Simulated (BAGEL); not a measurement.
# One shape, several levels: ZnF2 (SMILES [F][Zn][F])

We compute a comparison of 3 runs (HF/STO-3G, B3LYP/6-31G*, RI-MP2/def2-SVPD) of ZnF2. 

Program for the calculation: BAGEL 1.2.2.

5 further runs of the same task are left out: 5 that didn't finish.

**1. Starting point**

ZnF2: 3 atoms, total charge 0, spin state singlet. As SMILES, `[F][Zn][F]`. The shape comes from GFN1-xTB, which is rough for such elements, and wasn't checked as a minimum.

Bond lengths: Zn1–F2 1.658 Å, Zn1–F3 1.656 Å. Angles: F2–Zn1–F3 178.9°.

**2. The energy at HF/STO-3G (density fitting with qzvpp-jkfit) (run 1)**

Input file hf.json:

```json
{ "bagel": [

{
  "title": "molecule",
  "basis": "sto-3g",
  "df_basis": "qzvpp-jkfit",
  "angstrom": "true",
  "geometry": [
    { "atom": "Zn", "xyz": [      -0.009230,      -0.005300,      -0.000580 ] },
    { "atom": "F", "xyz": [      -0.012290,      -0.018300,       1.657000 ] },
    { "atom": "F", "xyz": [       0.021520,       0.023590,      -1.656420 ] }
  ]
},

{
  "title": "hf"
},

{
  "title": "print",
  "file": "orbitals.molden",
  "orbitals": "true"
}

]}
```

The run is started by

```sh
$ BAGEL_NUM_THREADS=1 BAGEL hf.json > hf.out
```

Output:

```text
* using 1 threads per process

  ===============================================================
  ===============================================================

  *** Geometry ***

  { "atom" : "Zn", "xyz" : [     -0.017442,     -0.010016,     -0.001096 ] },
  { "atom" : "F", "xyz" : [     -0.023225,     -0.034582,      3.131276 ] },
  { "atom" : "F", "xyz" : [      0.040667,      0.044579,     -3.130180 ] },

  Number of auxiliary basis functions:      418

  Since a DF basis is specified, we compute 2- and 3-index integrals:
    o Being stored without compression. Storage requirement is 0.003 GB

  Number of basis functions:       28
  Number of electrons      :       48

    * METHOD: MOLECULE                             0.10

  *** RHF ***

  === Nuclear Repulsion ===
   185.3876666565

      * DIIS with orbital gradients will be used.

  === RHF iteration (sto-3g) ===
      0      -1946.09367661          0.08938080           0.02
      1      -1947.57810923          0.11821831           0.02
      2      -1952.58574195          0.04093389           0.02
      3      -1952.91182475          0.03306070           0.02
      4      -1953.00454981          0.03403517           0.02
      5      -1952.93853014          0.03994487           0.02
      6      -1953.34959069          0.01328440           0.02
      7      -1953.38415898          0.00125101           0.02
      8      -1953.38462560          0.00039230           0.02
      9      -1953.38468204          0.00008411           0.02
     10      -1953.38468480          0.00001723           0.02
     11      -1953.38468491          0.00000641           0.02
     12      -1953.38468494          0.00000263           0.02
     13      -1953.38468495          0.00000106           0.02
     14      -1953.38468495          0.00000040           0.02
     15      -1953.38468495          0.00000032           0.02
     16      -1953.38468495          0.00000028           0.02
     17      -1953.38468495          0.00000018           0.02
     18      -1953.38468495          0.00000008           0.02
     19      -1953.38468495          0.00000004           0.02
     20      -1953.38468495          0.00000003           0.02
     21      -1953.38468495          0.00000002           0.02
     22      -1953.38468495          0.00000001           0.02
     23      -1953.38468495          0.00000001           0.02
    * SCF iteration converged.

    * Permanent dipole moment:
           (   -0.011938,    -0.006866,     0.001474) a.u.

    * METHOD: HF                                   0.48

    * METHOD: PRINT                                0.00

  ===============================================================
```

Wall time 0.75 s (1 thread of Arm Neoverse V2, shared host); peak memory 0.083 GiB.

**3. The energy at B3LYP/6-31G(d) (density fitting with qzvpp-jkfit, spherical functions) (run 2)**

Input file dft.json:

```json
{ "bagel": [

{
  "title": "molecule",
  "basis": "6-31gs.json",
  "df_basis": "qzvpp-jkfit",
  "angstrom": "true",
  "geometry": [
    { "atom": "Zn", "xyz": [   -0.009230,   -0.005300,   -0.000580 ] },
    { "atom": "F", "xyz": [   -0.012290,   -0.018300,    1.657000 ] },
    { "atom": "F", "xyz": [    0.021520,    0.023590,   -1.656420 ] }
  ]
},
{
  "title": "ks",
  "xc_func": "b3lyp"
},
{
  "title": "print",
  "file": "orbitals.molden",
  "orbitals": "true"
}

]}
```

The basis set 6-31G* is read from a file made from the Basis Set Exchange's data (not shown).

The run is started by

```sh
$ BAGEL_NUM_THREADS=1 BAGEL dft.json > dft.out
```

Output:

```text
* using 1 threads per process

  ===============================================================
  ===============================================================

  *** Geometry ***

  { "atom" : "Zn", "xyz" : [     -0.017442,     -0.010016,     -0.001096 ] },
  { "atom" : "F", "xyz" : [     -0.023225,     -0.034582,      3.131276 ] },
  { "atom" : "F", "xyz" : [      0.040667,      0.044579,     -3.130180 ] },

  Number of auxiliary basis functions:      418

  Since a DF basis is specified, we compute 2- and 3-index integrals:
    o Being stored without compression. Storage requirement is 0.013 GB

  Number of basis functions:       62
  Number of electrons      :       48

    * METHOD: MOLECULE                             0.15

  *** Kohn-Sham DFT ***

    * Removing 3645 points whose weight is below 1.00e-10
    * Grid points: 41073

  === Nuclear Repulsion ===
   185.3876666565

       - DIIS with orbital gradients will be used.

  === KS iteration (b3lyp / 6-31gs.json) ===
      0      -1903.11306686          0.25990226           0.14
      1      -1769.75685222          0.25653935           0.11
      2      -1885.03509602          0.10413648           0.11
      3      -1908.16258809          0.29969106           0.11
      4      -1911.33216351          0.28617301           0.11
      5      -1913.10822602          0.24952621           0.11
      6      -1914.60119197          0.24758319           0.11
      7      -1913.73746154          0.25360144           0.11
      8      -1906.78446833          0.18990900           0.11
      9      -1975.21718955          0.10850120           0.11
     10      -1939.58990317          0.15858860           0.11
     11      -1978.12970588          0.04560222           0.11
     12      -1978.51598083          0.03819964           0.11
     13      -1964.30731143          0.16978734           0.11
     14      -1976.13244335          0.10988688           0.12
     15      -1978.16822153          0.05187035           0.12
     16      -1978.77493757          0.01592361           0.11
     17      -1978.73907930          0.01934197           0.11
     18      -1978.83579337          0.00434950           0.11
     19      -1978.84051685          0.00008705           0.11
     20      -1978.84051937          0.00001170           0.11
     21      -1978.84051940          0.00000745           0.11
     22      -1978.84051941          0.00000204           0.11
     23      -1978.84051941          0.00000056           0.11
     24      -1978.84051941          0.00000063           0.11
     25      -1978.84051941          0.00000002           0.11
     26      -1978.84051941          0.00000000           0.11
    * SCF iteration converged.

    * Permanent dipole moment:
           (    0.023144,     0.013277,     0.002040) a.u.

    * METHOD: KS                                   3.20

    * METHOD: PRINT                                0.01

  ===============================================================
```

Wall time 3.6 s (1 thread of Arm Neoverse V2, shared host); peak memory 0.17 GiB.

**4. The energy at RI-MP2/def2-SVPD (density fitting with qzvpp-jkfit) (run 3)**

Input file input.json:

```json
{ "bagel": [

{
  "title": "molecule",
  "basis": "def2-svpd.json",
  "df_basis": "qzvpp-jkfit",
  "angstrom": true,
  "geometry": [
    { "atom": "Zn", "xyz": [      -0.009230,      -0.005300,      -0.000580 ] },
    { "atom": "F", "xyz": [      -0.012290,      -0.018300,       1.657000 ] },
    { "atom": "F", "xyz": [       0.021520,       0.023590,      -1.656420 ] }
  ]
},

{ "title": "hf" },

{ "title": "mp2", "ncore": 7 }

]}
```

The basis set def2-SVPD is read from a file made from the Basis Set Exchange's data (not shown).

The run is started by

```sh
$ BAGEL_NUM_THREADS=1 BAGEL input.json > input.out
```

Output:

```text
* using 1 threads per process

  ===============================================================
  ===============================================================

  *** Geometry ***

  { "atom" : "Zn", "xyz" : [     -0.017442,     -0.010016,     -0.001096 ] },
  { "atom" : "F", "xyz" : [     -0.023225,     -0.034582,      3.131276 ] },
  { "atom" : "F", "xyz" : [      0.040667,      0.044579,     -3.130180 ] },

  Number of auxiliary basis functions:      418

  Since a DF basis is specified, we compute 2- and 3-index integrals:
    o Being stored without compression. Storage requirement is 0.021 GB

  Number of basis functions:       80
  Number of electrons      :       48

    * METHOD: MOLECULE                             0.15

  *** RHF ***

  === Nuclear Repulsion ===
   185.3876666565

      * DIIS with orbital gradients will be used.

  === RHF iteration (def2-svpd.json) ===
      0      -1975.96403785          0.02976705           0.06
      1      -1976.12819094          0.02545859           0.05
      2      -1976.34860428          0.00117756           0.05
      3      -1976.34942050          0.00056427           0.05
      4      -1976.34957015          0.00015839           0.05
      5      -1976.34959311          0.00003983           0.05
      6      -1976.34959523          0.00000676           0.05
      7      -1976.34959529          0.00000162           0.05
      8      -1976.34959529          0.00000055           0.05
      9      -1976.34959529          0.00000020           0.05
     10      -1976.34959529          0.00000008           0.05
     11      -1976.34959529          0.00000002           0.05
     12      -1976.34959529          0.00000001           0.05
    * SCF iteration converged.

    * Permanent dipole moment:
           (    0.033822,     0.019405,     0.002730) a.u.

    * METHOD: HF                                   0.85

  *** RHF ***

  === Nuclear Repulsion ===
   185.3876666565

      * DIIS with orbital gradients will be used.

  === RHF iteration (def2-svpd.json) ===
      0      -1976.34959529          0.00000000           0.05
    * SCF iteration converged.

    * Permanent dipole moment:
           (    0.033822,     0.019405,     0.002730) a.u.

  === DF-MP2 calculation ===

    * freezing 7 orbitals
    * 3-index integral transformation done
    * assembly done

      MP2 correlation energy:   -0.7832331799      0.04

      MP2 total energy:       -1977.1328284731

    * METHOD: MP2                                  0.16

  ===============================================================
```

It took 1.3 s on 1 thread of Arm Neoverse V2, shared host; peak memory 0.094 GiB.

**5. Overview of the runs**

```tsv
run	level	frozen core orbitals	energy (Eh)	dipole moment (D)	HOMO energy (eV)	LUMO energy (eV)	wall time
1	HF/STO-3G (density fitting with qzvpp-jkfit)	–	-1953.384685	0.04	-5.53	7.03	0.75 s
2	B3LYP/6-31G* (density fitting with qzvpp-jkfit, spherical functions)	–	-1978.840519	0.07	-9.34	-1.38	3.6 s
3	RI-MP2/def2-SVPD (density fitting with qzvpp-jkfit)	7	-1977.132828	–	–	–	1.3 s
```

**6. Summary of results**

| quantity | value |
| --- | --- |
| run 3: total energy | -1977.13283 Eh |
| run 3: correlation energy (7 core orbitals frozen) | -783.2 mEh |

In run 1 the basis is minimal, so the values are rough. All runs together took 5.7 s, the longest 3.6 s.
